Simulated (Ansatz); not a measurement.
# Ga3AsP2: the cost of one run

Program: Ansatz 0.2.0. Level of theory: DFT PBE, scalar-relativistic, plane waves, PAW. These are calculated values, not measurements.

### 1 Starting point

Symmetry: P3m1, No. 156, trigonal system. Conventional cell: a = 3.948 Å, b = 3.948 Å, c = 9.677 Å, α = 90.00°, β = 90.00°, γ = 120.00°. Ga (site symmetry 3m) has 1 P at 2.38 Å and 3 As at 2.44 Å as nearest neighbours. Ga (site symmetry 3m) has 4 P at 2.39 to 2.41 Å as nearest neighbours. Ga (site symmetry 3m) is surrounded by 3 P at 2.41 Å and 1 As at 2.48 Å. P (site symmetry 3m) is surrounded by 4 Ga at 2.38 to 2.41 Å. Around P (site symmetry 3m) lie 4 Ga at 2.39 to 2.41 Å. Around As (site symmetry 3m) lie 4 Ga at 2.44 to 2.48 Å.

Coordinates:

```
CELL_PARAMETERS angstrom
3.94835 0.00000 0.00000
-1.97418 3.41937 0.00000
0.00000 0.00000 9.67704
ATOMIC_POSITIONS crystal
Ga 0.00000 0.00000 0.99297
Ga 0.33333 0.66667 0.66669
Ga 0.66667 0.33333 0.34004
P 0.00000 0.00000 0.74677
P 0.33333 0.66667 0.41981
As 0.66667 0.33333 0.08373
```

It is the end of an earlier relaxation with the same method, from a generated guess; it is a trial structure. At a tolerance of 0.02 Å it has space group P3m1 (No. 156); it has 21.77 Å³/atom, an uncorrected energy of -0.40 eV/atom over the elements.

### 2 Electronic structure at the relaxed geometry

Contents of input.yaml:

```yaml
crystal:
  lattice:
    - [3.9483532197, 0.0, 0.0]
    - [-1.9741766099, 3.4193741914, 0.0]
    - [0.0, 0.0, 9.6770428216]
  atoms:
    - { symbol: Ga, position: [0.0, 0.0, 0.9929705711] }
    - { symbol: Ga, position: [0.3333333333, 0.6666666667, 0.6666877393] }
    - { symbol: Ga, position: [0.6666666667, 0.3333333333, 0.3400360369] }
    - { symbol: P, position: [0.0, 0.0, 0.746765206] }
    - { symbol: P, position: [0.3333333333, 0.6666666667, 0.4198091125] }
    - { symbol: As, position: [0.6666666667, 0.3333333333, 0.0837313341] }
basis:
  ecutwfc: 420
kpoints:
  mp_grid: { grid: [12, 12, 4] }
  band_path:
    path:
      - [[0.0, 0.0, 0.0], [0.5, 0.0, 0.0], [0.33333333, 0.33333333, 0.0], [0.0, 0.0, 0.0], [0.0, 0.0, 0.5], [0.5, 0.0, 0.5], [0.33333333, 0.33333333, 0.5], [0.0, 0.0, 0.5]]
      - [[0.5, 0.0, 0.5], [0.5, 0.0, 0.0]]
      - [[0.33333333, 0.33333333, 0.5], [0.33333333, 0.33333333, 0.0]]
    npoints: 14
hamiltonian:
  xc: pbe
scf:
  occupations: { method: gaussian, width: 0.02 }
  n_extra_bands: 15
output:
  forces: true
  stress: true
  eigenvalues: true
  populations: true
  dos: { projected: true, de: 0.02, nscf_kmesh: { grid: [18, 18, 6] } }
  bader: true
  write_density: true
  write_potential: true
  elf: true
  volumetric_format: npy
```

The run is started by

```console
$ ansatz run input.yaml --threads 1 --pin off --max-ram 2560MiB --backend cpu --events-out ev --progress --plain --runs-dir out
```

What time and memory should one allow on 1 thread of Intel Xeon 6975P-C (Granite Rapids), shared host?

About 2.1 min, with a peak of 0.94 GiB.
